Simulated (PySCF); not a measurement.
**GeSiH5Cl (SMILES [SiH3][GeH2][Cl]) at 6 levels**

We compute a comparison of 6 runs (HF/3-21G, HF/def2-SVP, B3LYP/6-31G*, PBE0/def2-SVP, wB97X/pcseg-2, MP2/pcseg-1) of GeSiH5Cl. Input form: a Python script.

Program for the calculation: PySCF 2.14.0.

## 1. Starting point

GeSiH5Cl has 8 atoms, charge 0, and is taken as a singlet. SMILES: `[SiH3][GeH2][Cl]`. The shape is that of a PBE0-D4/def2-TZVP optimisation.

Bond lengths: Si1–Ge2 2.380 Å, Ge2–Cl3 2.169 Å, Si1–H4 1.487 Å, Si1–H5 1.484 Å, Si1–H6 1.484 Å, Ge2–H7 1.537 Å, Ge2–H8 1.537 Å. Some angles: Si1–Ge2–Cl3 106.5°, Si1–Ge2–H7 114.0°, Si1–Ge2–H8 114.0°, Cl3–Ge2–H7 106.1°, Cl3–Ge2–H8 106.1°, Ge2–Si1–H4 109.5°, Ge2–Si1–H5 108.9°, Ge2–Si1–H6 108.9°, H7–Ge2–H8 109.6°, H4–Si1–H5 109.7°.

## 2. Energy and gradient at HF/3-21G (run 1)

File input.py:

```python
import pyscf.grad
from pyscf import gto

molecule = gto.Mole()
molecule.atom = [
    ('Si', (-0.863600, 0.827300, -0.302500)),
    ('Ge', (0.738300, -0.882000, 0.118400)),
    ('Cl', (1.963100, -0.183700, 1.766200)),
    ('H', (-1.744900, 0.416200, -1.427300)),
    ('H', (-0.149800, 2.078700, -0.658900)),
    ('H', (-1.678500, 1.035600, 0.920200)),
    ('H', (1.703100, -1.135200, -1.051200)),
    ('H', (0.124600, -2.213900, 0.579200)),
]
molecule.max_memory = 1860
molecule.verbose = 4
molecule.basis = '3-21g'
molecule.build()

hf = molecule.RHF()
hf.conv_tol = 1e-10
hf.kernel()
if not hf.converged:
    hf = hf.newton().run(hf.mo_coeff, hf.mo_occ)

e_final = hf.e_tot
print('E(%s) = %.9f' % ('HF', e_final))
grad = hf.Gradients().kernel()
dip = hf.dip_moment()
pop, q = hf.mulliken_pop()
```

Launch:

```sh
OMP_NUM_THREADS=1 python input.py
```

The program printed:

```text
PySCF version 2.14.0

[... 60 lines left out ...]
converged SCF energy = -2812.95403487322
[... 12 lines left out ...]
Dipole moment(X, Y, Z, Debye): -2.18605, -0.71760, -2.59047
[... 28 lines left out ...]
pop of  1 Ge 5px          0.12311
pop of  1 Ge 5py          0.15385
pop of  1 Ge 5pz          0.08597
pop of  1 Ge 3dxy         1.99341
pop of  1 Ge 3dyz         1.99573
pop of  1 Ge 3dz^2        1.99607
pop of  1 Ge 3dxz         1.99109
pop of  1 Ge 3dx2-y2      1.99633
pop of  2 Cl 1s           1.99860
pop of  2 Cl 2s           1.95910
pop of  2 Cl 3s           1.10222
pop of  2 Cl 4s           0.95673
pop of  2 Cl 2px          1.96859
pop of  2 Cl 2py          1.97006
pop of  2 Cl 2pz          1.96691
pop of  2 Cl 3px          1.00584
pop of  2 Cl 3py          1.04846
pop of  2 Cl 3pz          0.95814
pop of  2 Cl 4px          0.85744
pop of  2 Cl 4py          0.89964
pop of  2 Cl 4pz          0.80656
pop of  3 H 1s            0.41887
pop of  3 H 2s            0.73720
pop of  4 H 1s            0.41883
pop of  4 H 2s            0.72221
pop of  5 H 1s            0.41884
pop of  5 H 2s            0.72220
pop of  6 H 1s            0.40930
pop of  6 H 2s            0.73613
pop of  7 H 1s            0.40930
pop of  7 H 2s            0.73613
 ** Mulliken atomic charges  **
charge of    0Si =      0.43941
charge of    1Ge =      0.78790
charge of    2Cl =     -0.49829
charge of    3H =     -0.15607
charge of    4H =     -0.14105
charge of    5H =     -0.14104
charge of    6H =     -0.14543
charge of    7H =     -0.14543
```

Run time: 6 s. Hardware: 1 thread of Intel Xeon at 2.50GHz (Skylake/Cascade Lake), shared host; peak memory 0.13 GiB.

## 3. Energy and forces at HF/def2-SVP (run 2)

File run.py:

```python
from pyscf import gto, scf

system = gto.M(
    atom='''
Si    -1.631967     1.563370    -0.571642
Ge     1.395185    -1.666738     0.223744
Cl     3.709721    -0.347143     3.337634
H     -3.297383     0.786504    -2.697206
H     -0.283081     3.928174    -1.245141
H     -3.171905     1.957000     1.738926
H      3.218393    -2.145217    -1.986480
H      0.235460    -4.183665     1.094529
''',
    charge=0,
    verbose=4,
    spin=0,
    max_memory=1860,
    unit='bohr',
    basis='def2-svp',
)

hf = scf.RHF(system)
hf.conv_tol = 1e-10
hf.kernel()
if not hf.converged:
    hf = hf.newton().run(hf.mo_coeff, hf.mo_occ)

e_tot = hf.e_tot
print('E(%s) = %.9f' % ('HF', e_tot))
grad = hf.nuc_grad_method().kernel()
dip = hf.dip_moment()
pop, q = hf.mulliken_pop()
```

Launch:

```sh
OMP_NUM_THREADS=1 python run.py
```

The program printed:

```text
PySCF version 2.14.0

[... 62 lines left out ...]
converged SCF energy = -2826.24774175735
[... 12 lines left out ...]
Dipole moment(X, Y, Z, Debye): -1.53895, -0.35362, -1.72322
[... 63 lines left out ...]
pop of  2 Cl 4pz          1.06372
pop of  2 Cl 3dxy         0.00199
pop of  2 Cl 3dyz         0.00330
pop of  2 Cl 3dz^2        0.00349
pop of  2 Cl 3dxz         0.00719
pop of  2 Cl 3dx2-y2      0.00148
pop of  3 H 1s            0.73791
pop of  3 H 2s            0.37678
pop of  3 H 2px           0.00410
pop of  3 H 2py           0.00135
pop of  3 H 2pz           0.00592
pop of  4 H 1s            0.73676
pop of  4 H 2s            0.36376
pop of  4 H 2px           0.00284
pop of  4 H 2py           0.00758
pop of  4 H 2pz           0.00113
pop of  5 H 1s            0.73677
pop of  5 H 2s            0.36374
pop of  5 H 2px           0.00361
pop of  5 H 2py           0.00094
pop of  5 H 2pz           0.00701
pop of  6 H 1s            0.71782
pop of  6 H 2s            0.38250
pop of  6 H 2px           0.00492
pop of  6 H 2py           0.00119
pop of  6 H 2pz           0.00636
pop of  7 H 1s            0.71782
pop of  7 H 2s            0.38249
pop of  7 H 2px           0.00232
pop of  7 H 2py           0.00857
pop of  7 H 2pz           0.00158
 ** Mulliken atomic charges  **
charge of    0Si =      0.41010
charge of    1Ge =      0.54427
charge of    2Cl =     -0.37859
charge of    3H =     -0.12606
charge of    4H =     -0.11208
charge of    5H =     -0.11206
charge of    6H =     -0.11280
charge of    7H =     -0.11278
```

It took 20 s on 1 thread of Intel Xeon at 2.50GHz (Skylake/Cascade Lake), shared host; peak memory 0.19 GiB.

Runs 3 to 5 aren't shown in full; the table further down has their settings and results.

## 4. Energy and gradient at MP2/pcseg-1 (run 6)

File job.py:

```python
import pyscf.grad
from pyscf import gto, mp

mol = gto.M(
    atom='''
Si    -1.631967     1.563370    -0.571642
Ge     1.395185    -1.666738     0.223744
Cl     3.709721    -0.347143     3.337634
H     -3.297383     0.786504    -2.697206
H     -0.283081     3.928174    -1.245141
H     -3.171905     1.957000     1.738926
H      3.218393    -2.145217    -1.986480
H      0.235460    -4.183665     1.094529
''',
    max_memory=1860,
    unit='bohr',
    verbose=4,
    charge=0,
    spin=0,
    basis='pcseg-1',
)

calc0 = mol.RHF()
calc0.conv_tol = 1e-10
calc0.kernel()
if not calc0.converged:
    calc0 = calc0.newton().run(calc0.mo_coeff, calc0.mo_occ)

pt = mp.MP2(calc0, frozen=19).run()
energy = pt.e_tot
print('Final energy', energy)
grad = pt.Gradients().kernel()
calc0.analyze()
```

Launch:

```sh
OMP_NUM_THREADS=1 python job.py
```

The program printed:

```text
PySCF version 2.14.0

[... 84 lines left out ...]
Two-electron Energy =                 1444.319672276552637
[... 10 lines left out ...]
MO #7   energy= -46.2530941316933  occ= 2
[... 8 lines left out ...]
MO #16  energy= -5.21355957583979  occ= 2
[... 8 lines left out ...]
MO #25  energy= -1.07426730555204  occ= 2
[... 8 lines left out ...]
MO #34  energy= -0.403791538186982 occ= 2
[... 8 lines left out ...]
MO #43  energy= 0.285297389906474  occ= 0
[... 8 lines left out ...]
MO #52  energy= 0.562213910444818  occ= 0
[... 8 lines left out ...]
MO #61  energy= 0.824667988580404  occ= 0
[... 8 lines left out ...]
MO #70  energy= 1.17198882306328   occ= 0
[... 8 lines left out ...]
MO #79  energy= 2.26076107993739   occ= 0
[... 8 lines left out ...]
MO #88  energy= 2.86750102403659   occ= 0
[... 60 lines left out ...]
pop of  2 Cl 3dxy         0.00135
pop of  2 Cl 3dyz         0.00231
pop of  2 Cl 3dz^2        0.00239
pop of  2 Cl 3dxz         0.00506
pop of  2 Cl 3dx2-y2      0.00098
pop of  3 H 1s            1.10574
pop of  3 H 2s            0.00228
pop of  3 H 2px           0.00133
pop of  3 H 2py           0.00025
pop of  3 H 2pz           0.00203
pop of  4 H 1s            1.09718
pop of  4 H 2s            0.00257
pop of  4 H 2px           0.00081
pop of  4 H 2py           0.00261
pop of  4 H 2pz           0.00024
pop of  5 H 1s            1.09717
pop of  5 H 2s            0.00257
pop of  5 H 2px           0.00112
pop of  5 H 2py           0.00012
pop of  5 H 2pz           0.00241
pop of  6 H 1s            1.08089
pop of  6 H 2s            0.00365
pop of  6 H 2px           0.00132
pop of  6 H 2py           0.00010
pop of  6 H 2pz           0.00165
pop of  7 H 1s            1.08087
pop of  7 H 2s            0.00365
pop of  7 H 2px           0.00044
pop of  7 H 2py           0.00228
pop of  7 H 2pz           0.00035
 ** Mulliken atomic charges  **
charge of    0Si =      0.37458
charge of    1Ge =      0.49611
charge of    2Cl =     -0.37707
charge of    3H =     -0.11162
charge of    4H =     -0.10340
charge of    5H =     -0.10339
charge of    6H =     -0.08761
charge of    7H =     -0.08759
Dipole moment(X, Y, Z, Debye): -1.83635, -0.32612, -1.99304
```

Run time: 49 s. Hardware: 1 thread of Intel Xeon at 2.50GHz (Skylake/Cascade Lake), shared host; peak memory 0.74 GiB.

## 5. All runs side by side

```csv
run,level,Cartesian functions,integration grid,energy (Eh),dipole moment (D) of the reference,HOMO energy (eV),LUMO energy (eV),wall time
1,HF/3-21G,no,–,-2812.954035,3.46,-10.99,2.40,6 s
2,HF/def2-SVP,no,–,-2826.247742,2.34,-10.87,2.90,20 s
3,B3LYP/6-31G* (Cartesian functions),yes,5,-2829.501556,2.40,-7.82,-0.80,69 s
4,PBE0/def2-SVP,no,5,-2828.695755,2.06,-8.06,-0.47,66 s
5,wB97X/pcseg-2,no,5,-2829.855587,2.32,-10.44,1.27,17 min
6,MP2/pcseg-1,no,–,-2826.750836,2.73,-10.99,2.50,49 s
```

## 6. Summary of results

```
                                           quantity           value
                                run 6: total energy  -2826.75084 Eh
        run 6: dipole moment (Hartree–Fock density)          2.73 D
         run 6: HOMO energy (Hartree–Fock orbitals)       -10.99 eV
         run 6: LUMO energy (Hartree–Fock orbitals)         2.50 eV
       run 6: HOMO–LUMO gap (Hartree–Fock orbitals)        13.48 eV
run 6: correlation energy (19 core orbitals frozen)      -333.1 mEh
                    run 6: largest force on an atom      0.568 eV/Å
```

**Reading.** Over runs 1, 2, 3, 4, 5 the dipole moment (its size) runs from 2.06 D (PBE0/def2-SVP) to 3.46 D (HF/3-21G). The two ends differ in method and basis. Over runs 1, 2, 3, 4, 5 the HOMO–LUMO gap runs from 7.02 eV (B3LYP/6-31G*) to 13.77 eV (HF/def2-SVP). Totals of different functionals can't be ranked against each other. All runs together took 20 min, the longest 17 min.
